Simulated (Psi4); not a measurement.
# triplet C2H3ClSi: levels of theory compared

We compute a comparison of 3 runs (U-wB97X-V/def2-SVP, UTPSSh/def2-SVP, UMP3/def2-SVP) of triplet C2H3ClSi. 

The results are computed with Psi4 1.11.

2 further runs of the same task are left out: 1 that didn't finish, 1 set aside as unsound or not needed.

## Step 1: The structure to begin with

C2H3ClSi: 7 atoms, total charge 0, spin state triplet. As SMILES of the parent species, `ClC1=C[SiH2]1`. The coordinates come from a PBE0-D4/def2-TZVP relaxation. That shape belongs to the parent species and isn't relaxed for this state.

Bond lengths: Cl1–C2 1.700 Å, C2–C3 1.327 Å, C2–Si4 1.804 Å, C3–Si4 1.819 Å, C3–H5 1.082 Å, Si4–H6 1.482 Å, Si4–H7 1.482 Å. Some angles: Cl1–C2–C3 135.8°, Cl1–C2–Si4 155.1°, C3–C2–Si4 69.2°, C2–C3–Si4 67.9°, C2–Si4–C3 43.0°, C2–C3–H5 137.0°, Si4–C3–H5 155.1°, C2–Si4–H6 121.6°, C2–Si4–H7 121.6°, C3–Si4–H6 121.6°.

## Step 2: The energy at U-wB97X-V/def2-SVP (run 1)

Contents of c2h3clsi.xyz:

```xyz
7
C2H3ClSi
Cl    -1.169200    -2.293300     0.411500
C     -0.358000    -0.819900     0.163200
C      0.836800    -0.330000     0.466700
Si    -0.185900     0.871600    -0.438900
H      1.727500    -0.673800     0.975600
H     -0.837800     2.011300     0.248800
H      0.047800     1.166200    -1.872600
```

Contents of c2h3clsi_ase.py:

```python
import numpy as np
from ase.calculators.psi4 import Psi4
from ase.io import read

a = read('c2h3clsi.xyz')
calc = Psi4(atoms=a, method='wb97x-v', basis='def2-SVP', memory='2200MB', num_threads=1, charge=0, multiplicity=3, label='psi4-calc', reference='uks')
calc.psi4.set_options({'puream': True, 'e_convergence': 1e-09, 'd_convergence': 1e-08, 'scf_type': 'pk', 'dft_radial_points': 99, 'dft_spherical_points': 590, 'maxiter': 100})
a.calc = calc

print(f'energy: {a.get_potential_energy():.6f} eV')
```

Run with:

```sh
python c2h3clsi_ase.py
```

psi4-calc.dat:

```text
[...]
  Running in c1 symmetry.
[...]
  Nuclear repulsion =  179.922318629891919
[...]
  Multiplicity = 3
[...]
  Nalpha       = 24
  Nbeta        = 22
[...]
    Number of basis functions: 79
[...]
   @UKS iter   1:  -826.76196581152976    1.57409e-01   7.88938e-03 ADIIS/DIIS
[...]
   @UKS iter  22:  -826.99639713859415   -5.11591e-12   5.94087e-09 DIIS
[...]
   @S^2 Observed:                2.008640826E+00
[...]
    Orbital Energies [Eh]
    ---------------------
    Alpha Occupied:
       1A   -101.513720     2A    -66.194120     3A    -10.315927
       4A    -10.267515     5A     -9.576514     6A     -7.339979
       7A     -7.329500     8A     -7.327243     9A     -5.452522
      10A     -3.811699    11A     -3.804621    12A     -3.802578
      13A     -1.012205    14A     -0.921881    15A     -0.677370
      16A     -0.647191    17A     -0.585656    18A     -0.521711
      19A     -0.504616    20A     -0.466666    21A     -0.413569
      22A     -0.398648    23A     -0.383912    24A     -0.176021
    Alpha Virtual:
      25A      0.051870    26A      0.125777    27A      0.145266
[...]
  @UKS Final Energy:  -826.99639713859415
   => Energetics <=
    Nuclear Repulsion Energy =            179.9223186298919188
    One-Electron Energy =               -1497.2095746050574689
    Two-Electron Energy =                 535.2690963164476443
    DFT Exchange-Correlation Energy =     -45.1648703666554638
    Empirical Dispersion Energy =           0.0000000000000000
    VV10 Nonlocal Energy =                  0.1866328867793113
    Total Energy =                       -826.9963971385941477
[...]
 Multipole Moments:
 ------------------------------------------------------------------------------------
     Multipole            Electronic (a.u.)      Nuclear  (a.u.)        Total (a.u.)
 ------------------------------------------------------------------------------------
 L = 1.  Multiply by 2.5417464519 to convert [e a0] to [Debye]
 Dipole X            :         -2.8716182            2.7853499           -0.0862683
 Dipole Y            :         -5.1805598            5.8962282            0.7156684
 Dipole Z            :          0.8651521           -1.1862244           -0.3210723
 Magnitude           :                                                    0.7891203
[...]
```

Standard output:

```text
energy: -22503.718203 eV
```

It took 4.6 min on 1 thread of Intel Xeon Platinum 8259CL at 2.50GHz (Skylake/Cascade Lake), shared host; peak memory 1.1 GiB.

## Step 3: A single-point energy at UTPSSh/def2-SVP (run 2)

Contents of input.json:

```json
{
  "schema_name": "qcschema_input",
  "schema_version": 1,
  "molecule": {
    "schema_name": "qcschema_molecule",
    "schema_version": 2,
    "symbols": ["Cl", "C", "C", "Si", "H", "H", "H"],
    "geometry": [-2.20946778, -4.33370892, 0.7776223, -0.67652195, -1.54938645, 0.3084033, 1.58132282, -0.62360962, 0.88193518, -0.35130009, 1.64708529, -0.8294008, 3.26450188, -1.27329746, 1.84361681, -1.58321255, 3.80080615, 0.47016386, 0.09032891, 2.20379861, -3.53870114],
    "molecular_charge": 0,
    "molecular_multiplicity": 3,
    "fix_symmetry": "c1"
  },
  "driver": "energy",
  "model": {
    "method": "tpssh",
    "basis": "def2-SVP"
  },
  "keywords": {
    "reference": "uks",
    "puream": true,
    "e_convergence": 1e-09,
    "d_convergence": 1e-08,
    "scf_type": "pk",
    "dft_radial_points": 99,
    "dft_spherical_points": 590,
    "maxiter": 100,
    "scf_properties": ["QUADRUPOLE", "WIBERG_LOWDIN_INDICES", "LOWDIN_CHARGES"]
  }
}
```

Run with:

```sh
psi4 --qcschema input.json -n 1 --memory 2200MB
```

stdout:

```text
[...]
  Running in c1 symmetry.
[...]
  Nuclear repulsion =  179.922318783884947
[...]
  Multiplicity = 3
[...]
  Nalpha       = 24
  Nbeta        = 22
[...]
    Number of basis functions: 79
[...]
   @UKS iter   1:  -826.49670407972371    7.78107e-01   1.33259e-02 ADIIS/DIIS
[...]
   @UKS iter  15:  -827.21315180928752   -1.25056e-12   8.04788e-09 DIIS
[...]
   @S^2 Observed:                2.013306239E+00
[...]
    Orbital Energies [Eh]
    ---------------------
    Alpha Occupied:
       1A   -101.376969     2A    -65.996292     3A    -10.159798
       4A    -10.135242     5A     -9.402230     6A     -7.156688
       7A     -7.151065     8A     -7.146172     9A     -5.239145
      10A     -3.591151    11A     -3.589910    12A     -3.589090
      13A     -0.865463    14A     -0.782759    15A     -0.533652
      16A     -0.512760    17A     -0.460686    18A     -0.410949
      19A     -0.375665    20A     -0.355259    21A     -0.300916
      22A     -0.298232    23A     -0.263125    24A     -0.098625
    Alpha Virtual:
      25A     -0.022272    26A      0.045255    27A      0.053157
[...]
  @UKS Final Energy:  -827.21315180928752
   => Energetics <=
    Nuclear Repulsion Energy =            179.9223187838849469
    One-Electron Energy =               -1497.6339309874933861
    Two-Electron Energy =                 545.7639813940694467
    DFT Exchange-Correlation Energy =     -55.2655209997486097
    Empirical Dispersion Energy =           0.0000000000000000
    VV10 Nonlocal Energy =                  0.0000000000000000
    Total Energy =                       -827.2131518092875240
[...]
 Multipole Moments:
 ------------------------------------------------------------------------------------
     Multipole            Electronic (a.u.)      Nuclear  (a.u.)        Total (a.u.)
 ------------------------------------------------------------------------------------
 L = 1.  Multiply by 2.5417464519 to convert [e a0] to [Debye]
 Dipole X            :         -2.6912118            2.7853499            0.0941381
 Dipole Y            :         -5.4875367            5.8962282            0.4086915
 Dipole Z            :          1.0627091           -1.1862244           -0.1235153
 Magnitude           :                                                    0.4372033
 L = 2.  Multiply by 1.3450342976 to convert [e a0^2] to [Debye ang]
 Quadrupole XX       :       -116.8330616           88.7511328          -28.0819288
 Quadrupole XY       :       -100.5659356          100.2440000           -0.3219355
[...]
```

The result, in JSON:

```text
{
 "driver": "energy",
 "model": {
  "method": "tpssh",
  "basis": "def2-SVP"
 },
 "success": true,
 "return_result": -827.2131518092875,
 "properties": {
  "calcinfo_nbasis": 79,
  "calcinfo_nmo": 79,
  "calcinfo_nalpha": 24,
  "calcinfo_nbeta": 22,
  "calcinfo_natom": 7,
  "nuclear_repulsion_energy": 179.92231878388495,
  "return_energy": -827.2131518092875,
  "scf_one_electron_energy": -1497.6339309874934,
  "scf_two_electron_energy": 545.7639813940694,
  "scf_xc_energy": -55.26552099974861,
  "scf_dipole_moment": [0.09413808118847689, 0.40869152393315034, -0.12351527947299346],
  "scf_total_energy": -827.2131518092875,
  "scf_iterations": 15
 }
}
```

Wall time 91 s (1 thread of Intel Xeon Platinum 8259CL at 2.50GHz (Skylake/Cascade Lake), shared host); peak memory 1.2 GiB.

## Step 4: The energy at UMP3/def2-SVP (run 3)

c2h3clsi.xyz is that of step 2.

Contents of c2h3clsi.py:

```python
import psi4

psi4.set_memory(2200000000)
psi4.set_num_threads(1)
psi4.set_output_file('psi4.out', False)

with open('c2h3clsi.xyz') as f:
    atoms = ''.join(f.readlines()[2:])
geom = psi4.geometry('0 3\n' + atoms + 'symmetry c1')

options = {'reference': 'uhf', 'puream': True, 'e_convergence': 1e-09, 'd_convergence': 1e-08, 'scf_type': 'pk', 'num_frozen_docc': 12, 'maxiter': 100, 'mp_type': 'conv'}
psi4.set_options(options)

e, wfn = psi4.energy('mp3/def2-SVP', return_wfn=True)
print(f'mp3/def2-SVP energy: {e:.10f} Eh')
```

Run with:

```sh
python c2h3clsi.py
```

psi4.out:

```text
[...]
  Running in c1 symmetry.
[...]
  Nuclear repulsion =  179.922318629891919
[...]
  Multiplicity = 3
[...]
  Nalpha       = 24
  Nbeta        = 22
[...]
    Number of basis functions: 79
[...]
   @UHF iter   1:  -825.20572975113919    3.64519e-02   5.43416e-03 ADIIS/DIIS
[...]
   @UHF iter  24:  -825.34051460160094   -4.27463e-11   6.54592e-09 DIIS
[...]
   @S^2 Observed:                2.032094164E+00
[...]
    Orbital Energies [Eh]
    ---------------------
    Alpha Occupied:
       1A   -104.804124     2A    -68.829857     3A    -11.270987
       4A    -11.218431     5A    -10.565435     6A     -8.041906
       7A     -8.037090     8A     -8.036920     9A     -6.197565
      10A     -4.313478    11A     -4.306514    12A     -4.304742
      13A     -1.165456    14A     -1.060749    15A     -0.767100
      16A     -0.713132    17A     -0.634898    18A     -0.580173
      19A     -0.551606    20A     -0.506421    21A     -0.447110
      22A     -0.430406    23A     -0.425658    24A     -0.206284
    Alpha Virtual:
      25A      0.084592    26A      0.166860    27A      0.185274
[...]
  @UHF Final Energy:  -825.34051460160094
   => Energetics <=
    Nuclear Repulsion Energy =            179.9223186298919188
    One-Electron Energy =               -1496.9045866679275605
    Two-Electron Energy =                 491.6417534364347830
    Total Energy =                       -825.3405146016009439
  UHF NO Occupations:
  HONO-2 :   22  A 1.9935484
  HONO-1 :   23  A 1.0000000
[...]
 Multipole Moments:
 ------------------------------------------------------------------------------------
     Multipole            Electronic (a.u.)      Nuclear  (a.u.)        Total (a.u.)
 ------------------------------------------------------------------------------------
 L = 1.  Multiply by 2.5417464519 to convert [e a0] to [Debye]
 Dipole X            :         -2.8217114            2.7853499           -0.0363615
 Dipole Y            :         -4.9111066            5.8962282            0.9851216
 Dipole Z            :          0.7786358           -1.1862244           -0.4075886
 Magnitude           :                                                    1.0667311
[...]
	SCS-MP2 Total Energy (a.u.)        :  -825.79770874766746
	SOS-MP2 Total Energy (a.u.)        :  -825.79272570625403
[...]
	SOS-PI-MP2 Total Energy (a.u.)     :  -825.82751117584280
[...]
	MP2 Total Energy (a.u.)            :  -825.80767483049419
[...]
	SCS-MP3 Total Energy (a.u.)        :  -825.80646415009528
[...]
	MP3 Total Energy (a.u.)            :  -825.84269644020571
[...]
```

The script printed:

```text
mp3/def2-SVP energy: -825.8426964402 Eh
```

It took 11 s on 1 thread of Intel Xeon Platinum 8259CL at 2.50GHz (Skylake/Cascade Lake), shared host; peak memory 0.46 GiB.

## Step 5: Overview of the runs

| run | level | frozen core orbitals | integration grid | energy (Eh) | dipole moment (D) | HOMO energy (eV) | LUMO energy (eV) | wall time |
| --- | --- | --- | --- | --- | --- | --- | --- | --- |
| 1 | U-wB97X-V/def2-SVP | 0 | 99 radial × 590 angular | -826.996397 | 2.01 | -4.79 | -3.53 | 4.6 min |
| 2 | UTPSSh/def2-SVP | 0 | 99 radial × 590 angular | -827.213152 | 1.11 | -2.68 | – | 91 s |
| 3 | UMP3/def2-SVP | 12 | – | -825.842696 | – | -5.61 | -1.68 | 11 s |

## Step 6: Results

| quantity | value |
| --- | --- |
| run 3: total energy | -825.84270 Eh |
| run 3: HOMO energy (Hartree–Fock orbitals) (highest over α and β) | -5.61 eV |
| run 3: LUMO energy (Hartree–Fock orbitals) (lowest over α and β) | -1.68 eV |
| run 3: correlation energy (12 core orbitals frozen) | -502.2 mEh |
| run 3: ⟨S²⟩ of the reference determinant | 2.032 |

**Reading.** Totals of different functionals can't be ranked against each other. All runs together took 6.3 min, the longest 4.6 min.
